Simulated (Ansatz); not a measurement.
Crystal: Ga3Se.

```
CELL_PARAMETERS angstrom
4.43246 0.00000 0.00000
0.00000 4.43246 0.00000
0.00000 0.00000 4.43246
ATOMIC_POSITIONS crystal
Se 0.00000 0.00000 0.00000
Ga 0.50000 0.50000 0.00000
Ga 0.50000 0.00000 0.50000
Ga 0.00000 0.50000 0.50000
```

The cell comes from a database or a generator and needn't be the stable form of this composition.

| Quantity | Value |
| --- | --- |
| Program | Ansatz 0.2.0 |
| Task | relaxation of cell and atoms |
| Functional | PBEsol |
| Dispersion | D3(BJ) |
| Potentials or basis | Ansatz PAW |
| Cutoff | 420 eV (not typed: the program's choice for these potentials) |
| k mesh | 6 × 6 × 6 |
| Occupations | fermi-dirac, width 0.05 eV |
| Spin | no spin polarisation |

At the start: volume 21.77 Å³/atom.

Problem. How do energy, volume and symmetry change on relaxing?

Solution. It ends after 5 steps and the volume is 18.99 Å³/atom (-12.8 %); space group Pm-3m (No. 221, to 0.05 Å).

The path:
```
step  energy change (eV)  largest force (eV/Å)  volume (Å³)
   1              0.0000                0.0000        87.08
   2             -0.2296                0.0000        75.69
   3             -0.2297                0.0000        76.04
   4             -0.2297                0.0000        75.96
   5             -0.2275                0.0000        75.96
```

Final structure:
```
Se Ga
1.0
     4.23511    0.00000    0.00000
     0.00000    4.23511    0.00000
     0.00000    0.00000    4.23511
Se Ga
1 3
Direct
  0.00000 0.00000 0.00000
  0.50000 0.50000 0.00000
  0.50000 0.00000 0.50000
  0.00000 0.50000 0.50000
```

Caveat: the plane-wave basis is chosen anew once the cell has moved, so the energies of steps on either side of that aren't comparable; pairwise dispersion overbinds metals, which lowers pressure and volume; the PAW data sets come from PBE, with cores solved anew for the run's functional, which leaves a small shift of forces and pressure.
